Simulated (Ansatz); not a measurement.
# B3ErH12 (Er(BH4)3): the cost of one run

The runs use Ansatz 0.2.0; DFT PBE, plane waves, PAW, molecule in a box with 9 Å of vacuum.

5 further runs of the same task are left out: 2 for a known fault of the program, 3 that didn't finish.

## (1) Starting geometry

16 atoms, charge 0, spin multiplicity 1.

Bond lengths: Er1–B2 2.412 Å, Er1–H4 2.226 Å, Er1–H5 2.226 Å, Er1–H6 2.265 Å, Er1–B7 2.412 Å, Er1–H9 2.226 Å, Er1–H10 2.226 Å, Er1–H11 2.265 Å, Er1–B12 2.412 Å, Er1–H14 2.226 Å, Er1–H15 2.226 Å, Er1–H16 2.265 Å, B2–H3 1.204 Å, B2–H4 1.261 Å, B2–H5 1.261 Å, B2–H6 1.248 Å, B7–H8 1.204 Å, B7–H9 1.261 Å and more. Angles: B2–Er1–H4 31.2°, B2–Er1–H5 31.2°, B2–Er1–H6 30.7°, B2–Er1–B7 120.0°, B2–Er1–H9 101.7°, B2–Er1–H10 101.7°, B2–Er1–H11 150.7°, B2–Er1–B12 120.0°, B2–Er1–H14 130.8°, B2–Er1–H15 130.8°, B2–Er1–H16 89.3°, H4–Er1–H5 53.2°, H4–Er1–H6 53.0°, H4–Er1–B7 130.8°, H4–Er1–H9 101.5°, H4–Er1–H10 126.9°, H4–Er1–H11 150.9°, H4–Er1–B12 101.7° and more.

Coordinates:

```xyz
16

Er    0.00000    0.00000    0.00000
B     2.41221    0.01440    0.00000
H     3.61561   -0.01689    0.00000
H     1.90743   -0.56832    0.99764
H     1.90743   -0.56832   -0.99764
H     1.93948    1.16954    0.00000
B    -1.21857    2.08183    0.00000
H    -1.79318    3.13965    0.00000
H    -0.46153    1.93604    0.99764
H    -0.46153    1.93604   -0.99764
H    -1.98259    1.09487    0.00000
B    -1.19364   -2.09623    0.00000
H    -1.82243   -3.12276    0.00000
H    -1.44590   -1.36772    0.99764
H    -1.44590   -1.36772   -0.99764
H     0.04311   -2.26441    0.00000
```

Formal oxidation states: Er +3. Each metal's 11 4f electrons lie in its core potential, so multiplicities, spins and levels count the valence alone. In the runs below they are in the valence, and the state is a quartet. An earlier session relaxed this geometry at PBE0, Er lcecp-1-SVP with ECP57, B def2-SVP, H def2-SVP (singlet, point group C3h).

## (2) Scalar-relativistic

input.yaml reads:

```yaml
crystal:
  lattice:
    - [14.6, 0.0, 0.0]
    - [0.0, 15.26, 0.0]
    - [0.0, 0.0, 11.0]
  atoms:
    - { symbol: Er, position: [0.44401301, 0.49952556, 0.49978545], spin: 3.0 }
    - { symbol: B, position: [0.60923288, 0.5004692, 0.49978545] }
    - { symbol: H, position: [0.69165753, 0.4984194, 0.49978545] }
    - { symbol: H, position: [0.5746589, 0.46228309, 0.59048] }
    - { symbol: H, position: [0.5746589, 0.46228309, 0.40909091] }
    - { symbol: H, position: [0.57685479, 0.57616645, 0.49978545] }
    - { symbol: B, position: [0.36054932, 0.6359502, 0.49978545] }
    - { symbol: H, position: [0.32119315, 0.70526999, 0.49978545] }
    - { symbol: H, position: [0.41240137, 0.62639646, 0.59048] }
    - { symbol: H, position: [0.41240137, 0.62639646, 0.40909091] }
    - { symbol: H, position: [0.30821918, 0.57127392, 0.49978545] }
    - { symbol: B, position: [0.36225753, 0.36215793, 0.49978545] }
    - { symbol: H, position: [0.31918904, 0.2948886, 0.49978545] }
    - { symbol: H, position: [0.34497945, 0.40989777, 0.59048] }
    - { symbol: H, position: [0.34497945, 0.40989777, 0.40909091] }
    - { symbol: H, position: [0.44696575, 0.35113696, 0.49978545] }
basis:
  ecutwfc: 420
  ecutrho_ratio: 4
kpoints:
  mp_grid: { grid: [1, 1, 1] }
hamiltonian:
  xc: pbe
scf:
  occupations: { method: gaussian, width: 0.01 }
output:
  forces: true
  eigenvalues: true
  populations: true
  hubbard: { sites: [{ species: Er, l: f }] }
magnetization:
  spin_polarized: true
```

The run is started by

```console
ansatz run input.yaml --threads 4 --pin off --max-ram 8192MiB --backend cpu --events-out ev --progress --plain --runs-dir out
```

Q: Estimate wall time and peak memory on 4 threads of Arm Neoverse V2, shared host.

About 2.1 min, with a peak of 1.7 GiB.
